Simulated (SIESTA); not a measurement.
Crystal: LiO8.

```
CELL_PARAMETERS angstrom
3.94921 -2.95066 0.00000
3.94921 2.95066 0.00000
-2.85692 0.00000 4.40431
ATOMIC_POSITIONS crystal
O 0.82741 0.82741 0.51785
O 0.15043 0.15043 0.47631
O 0.69959 0.69959 0.58396
O 0.27569 0.27569 0.40642
O 0.77292 0.33490 0.96372
O 0.63389 0.21297 0.03192
O 0.21297 0.63389 0.03192
O 0.33490 0.77292 0.96372
Li 0.78275 0.78275 0.05785
```

The cell comes from a database or a generator and needn't be the stable form of this composition.

```yaml
Program: SIESTA 5.4.2
Task: single point
Functional: PBEsol
Potentials_or_basis: PseudoDojo 0.4 standard (PBEsol files)
Basis: DZP (energy shift 0.003 Ry; two zetas on semicore shells)
Grid_cutoff: 800 Ry
Energy_shift: 0.003 Ry
k_mesh: 6 × 6 × 6
Occupations: fermi-dirac, width 0.05 eV
Spin: no spin polarisation
```

On this cell: pressure -5.0 GPa; largest force 1.074 eV/Å; band gap on the k mesh none (metal or under the smearing width).

The same run follows on a disturbed copy (atoms moved at random, drawn with an rms of 0.05 Å):

```xyz
9
Lattice="3.9492 -2.9507 0.0000 3.9492 2.9507 0.0000 -2.8569 0.0000 4.4043" Properties=species:S:1:pos:R:3 pbc="T T T"
O     5.0521   -0.0164    2.2465
O    -0.1544   -0.0059    2.0779
O     3.8141    0.0088    2.6074
O     1.0344    0.0297    1.7791
O     1.6178   -1.2877    4.2777
O     3.2505   -1.2471    0.1502
O     3.3128    1.2348    0.1248
O     1.6635    1.2636    4.2939
Li    6.0406   -0.0044    0.1873
```

Problem. What does the disturbed cell give?

Solution. The energy (extrapolated to zero smearing) moves by +10.6 meV/atom; pressure -5.3 GPa; largest force 1.968 eV/Å; band gap on the k mesh none (metal or under the smearing width).

Forces on the atoms (eV/Å):
```
O   -1.477  0.122  0.896
O   -0.626  0.073 -0.113
O    1.860 -0.116 -0.633
O    0.236 -0.034 -0.598
O   -0.145 -0.329  0.002
O    0.346  0.005  0.048
O   -1.219  0.028  0.549
O    0.946  0.354 -0.430
Li   0.082 -0.104  0.278
```

Stress tensor (GPa, compression positive):
```
 0.01 -0.01 -1.96
-0.01 -7.21 -0.07
-1.96 -0.07 -8.61
```

Caveats: the basis of atomic orbitals isn't converged, which shifts pressures, moduli and gaps; an odd number of electrons without spin polarisation forces a metal; a magnetic or distorted state may lie lower.
